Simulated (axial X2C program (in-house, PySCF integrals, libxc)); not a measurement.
# IYbI⁺: the levels of the configuration f13 s0

Which Ω levels does IYbI⁺ have in the configuration f13 s0, and how far apart?

Computed with an in-house X2C program for linear molecules on PySCF integrals. Level: two-component X2C, average-of-configuration Hartree–Fock and CI in the open shells.

All values are calculated.

## Step 1: Input

Input file task.json:

```json
{"zs": [53, 70, 53], "q": 1, "bas": ["dyall-v3z", "dyall-v3z", "dyall-v3z"], "r0": 3.03, "metal": 1, "shells": [[3, [0, 1, 2, 3], 13], [0, [0], 0]], "fix": 0, "emax": 2.2, "nroots": 4}
```

Keys: zs atomic numbers; q charge; bas basis sets; r0 starting distance in Å; metal index of the metal atom; shells open shells as [l, |m| values, electrons]; fix electron count of the first shell held; emax energy window in eV; nroots roots for each Ω.

Launch:

```sh
$ python soci.py task.json out
```

Two-component X2C with atomic mean-field Coulomb and Gaunt terms, basis I dyall-v3z, Yb dyall-v3z (cores contracted in-house). Orbitals come from Hartree–Fock averaged over the configuration Yb f13 s0; CI then distributes these electrons over the f, s shells of Yb.

## Step 2: CI at I–Yb–I held linear, both bonds 2.770 Å

Output:

```text
average of configuration f13 s0
basis functions 369  fitting functions 1942
iter      average energy  largest gradient
   1     -28268.377117176   6.50e+01
   2     -28270.057758757   4.44e+01
   3     -28271.332465160   6.35e-01
   4     -28271.417098436   1.75e+00
   5     -28271.426125189   6.40e-01
   6     -28271.428014549   2.51e-01
   7     -28271.428825599   4.69e-02
   8     -28271.428865029   6.25e-03
   9     -28271.428872667   4.19e-03
  10     -28271.428873615   2.99e-03
  11     -28271.428873736   4.89e-04
  12     -28271.428873751   3.55e-04
  13     -28271.428873753   8.29e-05
  14     -28271.428873753   1.56e-05
converged
CI levels
2*Omega        energy/Eh    cm-1   g(par)  dipole/D  leading shell counts
    1    -28271.45228326        0   1.173   13.305  {'13 0': 1.0}
    3    -28271.45059503      371   3.481   13.305  {'13 0': 1.0}
    5    -28271.44752577     1044   5.759   13.305  {'13 0': 1.0}
    7    -28271.44356185     1914   8.002   13.305  {'13 0': 1.0}
    1    -28271.40616353    10122   0.827   13.305  {'13 0': 1.0}
    3    -28271.40334618    10740   2.519   13.305  {'13 0': 1.0}
    5    -28271.39864742    11772   4.241   13.305  {'13 0': 1.0}
```

Dipoles in the output refer to the first atom as origin, so for this ion they depend on that choice.

Run time: 16 s. Hardware: 1 thread of Arm Neoverse N1, shared host; peak memory 0.84 GiB.

Active spinors (ω > 0; filled shells left out):

```csv
shell,ω,ε (eV),character
f,5/2,-29.23,100% Yb f
f,3/2,-29.12,100% Yb f
f,1/2,-29.02,100% Yb f
f,7/2,-27.77,100% Yb f
f,5/2,-27.69,100% Yb f
f,3/2,-27.60,100% Yb f
f,1/2,-27.55,100% Yb f
s,1/2,-1.78,"84% Yb s, 10% Yb d"
```

The levels:

```csv
Ω,energy (cm⁻¹),g∥,configuration
1/2,0,1.17,100% f13
3/2,371,3.48,100% f13
5/2,1044,5.76,100% f13
7/2,1914,8.00,100% f13
1/2,10122,0.83,100% f13
3/2,10740,2.52,100% f13
5/2,11772,4.24,100% f13
```

g∥ is the magnitude of 2⟨Lz + ge Sz⟩ for the +Ω component.

## Step 3: The same at I–Yb–I held linear, both bonds 2.673 Å

```csv
Ω,energy (cm⁻¹),g∥,configuration
1/2,0,1.17,100% f13
3/2,369,3.48,100% f13
5/2,1043,5.76,100% f13
7/2,1901,8.00,100% f13
1/2,10119,0.83,100% f13
3/2,10739,2.52,100% f13
5/2,11762,4.24,100% f13
```

## Step 4: Curves along the symmetric stretch (R is each bond)

The same input was run at the other distances (logs left out). Energies in cm⁻¹ from the lowest point; levels are followed by energy order within each Ω.

```csv
R (Å),(1)Ω=1/2,(1)Ω=3/2,(1)Ω=5/2,(1)Ω=7/2,(2)Ω=1/2,(2)Ω=3/2,(2)Ω=5/2
2.576,4476,4830,5488,6308,14589,15192,16176
2.673,972,1341,2015,2873,11091,11711,12734
2.770,0,371,1044,1914,10122,10740,11772
2.881,1133,1496,2155,3016,11255,11858,12874
2.992,3939,4289,4923,5762,14061,14638,15623
3.116,8366,8696,9297,10099,18486,19029,19966
3.269,14919,15224,15779,16527,25035,25534,26403
```

Constants where the minimum is well bracketed:

```csv
level of the curve,Te (cm⁻¹),Re (Å),ωe (cm⁻¹)
(1)Ω=1/2,0,2.767,162.1
(1)Ω=3/2,371,2.767,161.7
(1)Ω=5/2,1044,2.768,161.1
(1)Ω=7/2,1914,2.768,160.4
(2)Ω=1/2,10122,2.767,162.0
(2)Ω=3/2,10741,2.768,161.4
(2)Ω=5/2,11772,2.768,160.5
```

## Step 5: Summary of results

```
                 quantity                         value
lowest level of the model  Ω = 1/2, g∥ = 1.17, 100% f13
               next level      Ω = 3/2, 371 cm⁻¹ higher
  lowest curve, Re and ωe           2.767 Å, 162.1 cm⁻¹
```

**Reading.** In the lowest level ⟨Sz⟩ = 0.09 and ⟨Lz⟩ = 0.41; its leading determinant has weight 1.00 among 67. The 4 lowest levels are the Ω components of the Hund's-rule level 2F7/2 of f13 (free-ion gJ = 1.143), split by the axial field over 1914 cm⁻¹. From 2.770 to 2.673 Å the gap from the lowest to the fifth level goes from 10122 to 10119 cm⁻¹. Without dynamic correlation distances can be off by several hundredths of an Å, and the wavenumbers are rough. Dynamic correlation is missing, so gaps between terms are too wide and other configurations may lie lower; the lowest level listed is that of this model, not necessarily the ground state. At most 4 roots were kept for each Ω > 0 (twice that for Ω = 0) within 2.2 eV of the lowest, so higher up levels can be missing between those listed; levels with Ω > 0 are doubly degenerate and listed once, Ω = 0 levels singly. States that fill the shells left empty in the average are placed too high. The molecule was held linear; bending was not examined.
